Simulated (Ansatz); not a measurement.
# C₂H₅BClN: basis-set convergence

The task here is to estimate one member of a computed series from the others.

The runs use Ansatz 0.2.0, Gaussian basis; one geometry, several basis sets.

The runs, in order: PBE0-D4/def2-SVP; ωB97M-V/def2-SVP; PBE0-D4/def2-QZVPP; ωB97M-V/def2-QZVPP; the functionals' def2-TZVPP values are taken from earlier runs.

## The relaxed structure

The geometry comes from an earlier relaxation with PBE0-D4 in a triple-zeta def2 set; it is a stationary point, not always the lowest conformer.

10 atoms, charge 0, spin multiplicity 1.

Atoms are counted from 1 here; the program's logs count them from 0.

Bond lengths: C1–C2 1.499 Å, C1–H6 1.094 Å, C1–H7 1.094 Å, C1–H8 1.092 Å, C2–N3 1.278 Å, C2–B4 1.571 Å, N3–H9 1.026 Å, B4–Cl5 1.745 Å, B4–H10 1.188 Å. Angles: C2–C1–H6 110.5°, C2–C1–H7 110.6°, C2–C1–H8 111.4°, H6–C1–H7 106.2°, H6–C1–H8 109.0°, H7–C1–H8 109.0°, C1–C2–N3 124.7°, C1–C2–B4 121.6°, N3–C2–B4 113.7°, C2–N3–H9 110.9°, C2–B4–Cl5 120.4°, C2–B4–H10 121.4°, Cl5–B4–H10 118.2°.

Set-up of the first run:

Contents of in.yaml:

```yaml
crystal:
  periodic: [false, false, false]
  atoms:
    - {symbol: C, position_ang: [-0.998072, -0.617410, 0.120919]}
    - {symbol: C, position_ang: [0.385115, -0.047461, 0.213687]}
    - {symbol: N, position_ang: [1.287964, -0.454803, 1.021761]}
    - {symbol: B, position_ang: [0.849564, 1.137888, -0.706466]}
    - {symbol: Cl, position_ang: [-0.247604, 1.835994, -1.869391]}
    - {symbol: H, position_ang: [-1.745907, 0.157691, 0.310824]}
    - {symbol: H, position_ang: [-1.193517, -0.988383, -0.889164]}
    - {symbol: H, position_ang: [-1.142148, -1.432635, 0.833220]}
    - {symbol: H, position_ang: [0.939931, -1.226139, 1.601229]}
    - {symbol: H, position_ang: [1.947775, 1.584059, -0.633719]}
basis:
  gaussian: {orbitals: def2-SVP}
hamiltonian: {xc: pbe0, dispersion: d4}
output: {orbitals: {seedname: orbitals}}
```

The run is started by

```console
$ ansatz run in.yaml --threads 4 --pin off --events-out ev --progress --plain --max-ram 10444MiB
```

Steps of the session up to this table: PBE0-D4 in def2-SVP; ωB97M-V in def2-SVP; PBE0-D4 in def2-QZVPP; ωB97M-V in def2-QZVPP.

One of the session's tables, all rows but one given; the rest of the session is left out.

It belongs to the step «Density functionals: the series». 

| functional | basis | HOMO (eV) | LUMO (eV) |
| --- | --- | --- | --- |
| PBE0-D4 | def2-SVP | -7.48 | -2.16 |
| PBE0-D4 | def2-TZVPP | ? | ? |
| PBE0-D4 | def2-QZVPP | -7.71 | -2.40 |
| ωB97M-V | def2-SVP | -9.82 | 0.04 |
| ωB97M-V | def2-TZVPP | -10.04 | -0.22 |
| ωB97M-V | def2-QZVPP | -10.08 | -0.28 |

Q: Estimate the row for PBE0-D4, def2-TZVPP from the others.

**Answer.** HOMO (eV): -7.68; LUMO (eV): -2.35. In the column «HOMO (eV)» it lies between PBE0-D4, def2-QZVPP (-7.71) and PBE0-D4, def2-SVP (-7.48).
